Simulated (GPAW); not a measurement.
**AlNH2ClF (SMILES [NH2][Al]([F])[Cl]): AM05/dzp (scalar-relativistic datasets, andersen dynamics)**

Aim: a short trajectory of AlNH2ClF. The job is set up through an ASE script.

The calculation is run with GPAW 26.7.0.

2 further runs of the same task are left out: 2 that didn't finish.

## (1) The system as given

AlNH2ClF: 6 atoms, total charge 0, spin state singlet. As SMILES, `[NH2][Al]([F])[Cl]`. The shape is that of a PBE0-D4/def2-TZVP optimisation. The run starts from this shape.

Bond lengths: N1–Al2 1.746 Å, Al2–F3 1.641 Å, Al2–Cl4 2.079 Å, N1–H5 1.006 Å, N1–H6 1.006 Å. Angles: N1–Al2–F3 119.8°, N1–Al2–Cl4 121.2°, F3–Al2–Cl4 119.0°, Al2–N1–H5 124.6°, Al2–N1–H6 124.3°, H5–N1–H6 111.1°.

## (2) Molecular dynamics at AM05/dzp (scalar-relativistic datasets, andersen dynamics)

Input file alclfh2n_md.py:

```python
import numpy as np
from ase import units
from ase.io.zmatrix import parse_zmatrix
from ase.md.andersen import Andersen
from ase.md.velocitydistribution import MaxwellBoltzmannDistribution, Stationary, ZeroRotation
from gpaw import GPAW, setup_paths
from gpaw.atom.configurations import parameters
from gpaw.atom.generator import Generator

# Structure
zmat = """
N
Al 1 r2
F 2 r3 1 a3
Cl 2 r4 3 a4 1 d4
H 1 r5 2 a5 3 d5
H 1 r6 5 a6 2 d6
"""
values = dict(r2=1.745943, r3=1.641097, a3=119.84303, r4=2.079241, a4=118.97171, d4=-179.98525, r5=1.006369, a5=124.57351, d5=-0.03097, r6=1.006015, a6=111.09523, d6=179.97053)
mol = parse_zmatrix(zmat, defs=values)
mol.center(vacuum=4.5)

# No datasets are shipped for this functional: make them
for symbol in ['Al', 'Cl', 'F', 'H', 'N']:
    Generator(symbol, xcname='AM05', scalarrel=True, nofiles=True, txt=None).run(**parameters[symbol])
setup_paths.insert(0, '.')

# Calculator
calc = GPAW(mode='lcao',
            basis='dzp',
            h=0.2,
            xc='AM05',
            maxiter=100,
            symmetry='off',
            txt='alclfh2n.txt')
mol.calc = calc

rng = np.random.default_rng(849)
MaxwellBoltzmannDistribution(mol, temperature_K=500, rng=rng)
Stationary(mol)
ZeroRotation(mol)
dyn = Andersen(mol, timestep=0.5 * units.fs, temperature_K=500, andersen_prob=0.05, rng=rng, trajectory='md.traj', logfile='-')
dyn.run(20)
```

Launch:

```console
$ OMP_NUM_THREADS=1 python alclfh2n_md.py
```

Log:

```text
alclfh2n_md.py:39: DeprecationWarning: Use thermalize_momenta
  MaxwellBoltzmannDistribution(mol, temperature_K=500, rng=rng)
Time[ps]      Etot[eV]     Epot[eV]     Ekin[eV]    T[K]
0.0000         -26.8110     -27.2150       0.4040   520.9
0.0005         -26.8152     -27.1589       0.3437   443.2
0.0010         -26.8426     -27.1022       0.2596   334.7
0.0015         -26.8415     -27.0676       0.2261   291.5
0.0020         -26.8420     -27.0726       0.2305   297.2
0.0025         -26.8439     -27.1090       0.2651   341.8
0.0030         -26.9216     -27.1221       0.2005   258.5
0.0035         -26.9225     -27.1426       0.2201   283.8
0.0040         -26.9081     -27.1542       0.2461   317.3
0.0045         -26.9031     -27.1492       0.2461   317.4
0.0050         -26.8593     -27.1289       0.2695   347.5
0.0055         -26.8716     -27.1008       0.2293   295.6
0.0060         -26.8723     -27.0756       0.2033   262.1
0.0065         -26.8721     -27.0663       0.1942   250.4
0.0070         -26.8723     -27.0679       0.1956   252.2
0.0075         -26.8826     -27.0783       0.1957   252.3
0.0080         -26.8726     -27.0967       0.2240   288.9
0.0085         -26.8731     -27.1185       0.2454   316.4
0.0090         -26.8753     -27.1380       0.2627   338.7
0.0095         -26.8303     -27.1494       0.3190   411.4
0.0100         -26.8645     -27.1451       0.2806   361.8
```

alclfh2n.txt (excerpt; [...] marks lines left out):

```text
[...]
Converged in 7 steps
[...]
dipole moment: (-0.490094, -0.198790, -0.129612)  # |e|*Ang
[...]
Converged in 7 steps
[...]
Energy contributions relative to reference atoms: (reference = -23302.692549)
Energy contributions:
  Kinetic:          41.143292
  Coulomb:         -39.127589
  Zero:              1.067826
  External:          0.000000
  Xc:              -30.228586
  Entropy:           0.000000
  Spinorbit:         0.000000
  ----------------------------
  Free energy:     -27.145057
  Extrapolated:    -27.145057
dipole moment: (-0.490500, -0.203181, -0.135207)  # |e|*Ang
Fermi level: -3.596
Eigenvalues  # (at kpt = [0.000, 0.000, 0.000])
| band index |      eig [eV] | occ [0-2] |
|------------|---------------|-----------|
|          0 |       -27.793 |     2.000 |
|        ... |               |           |
|          4 |       -11.249 |     2.000 |
|          5 |        -9.799 |     2.000 |
|          6 |        -9.529 |     2.000 |
[... 10 lines of this table left out ...]
|         17 |         3.823 |     0.000 |
Gap: 5.674 eV
Transition (v -> c):
[...]
Forces  # eV/Ang
|        x |        y |        z |
|----------|----------|----------|
|  0.09846 | -0.94398 |  0.61821 |  # N    0
|  0.39651 |  1.23722 |  0.05870 |  # Al   1
|  0.18914 |  0.10004 | -0.05993 |  # F    2
|  0.51985 | -0.98685 |  0.00581 |  # Cl   3
| -0.80380 |  1.12891 | -0.38207 |  # H    4
| -0.61052 | -0.44150 | -0.06861 |  # H    5
Force computation time: 0.169  # s
timing:  # [seconds]
  Total:  121.760  # ━━━━━━━━━━━━━━━━━━━━━━━━━━━━━━━━━━━━━━━━━━━━━━━━━━━━━━━━
  Init:     4.091  # ━━
  SCF:     88.249  # ━━━━━━━━━━━━━━━━━━━━━━━━━━━━━━━━━━━━━━━━╸
  Forces:   3.535  # ━╸
  Move:    25.756  # ━━━━━━━━━━━━
```

It took 2.1 min on 1 thread of Arm Neoverse V1, shared host; peak memory 0.56 GiB.

Step by step:

```tsv
step	potential energy change (eV)	largest force (eV/Å)	temperature (K)
0	0.0000	1.1285	521
1	0.0561	2.4503	443
2	0.1128	3.5187	335
3	0.1474	4.0995	292
4	0.1424	3.9718	297
5	0.1060	3.1765	342
6	0.0929	2.7380	259
7	0.0724	1.9561	284
8	0.0608	1.3010	317
9	0.0657	1.3413	317
10	0.0861	1.5495	348
11	0.1141	1.9521	296
12	0.1394	2.3536	262
13	0.1487	2.5663	250
14	0.1471	2.7163	252
15	0.1367	2.7843	252
16	0.1183	2.7962	289
17	0.0965	2.6913	316
18	0.0770	2.3856	339
19	0.0656	1.8457	411
20	0.0699	1.4375	362
```
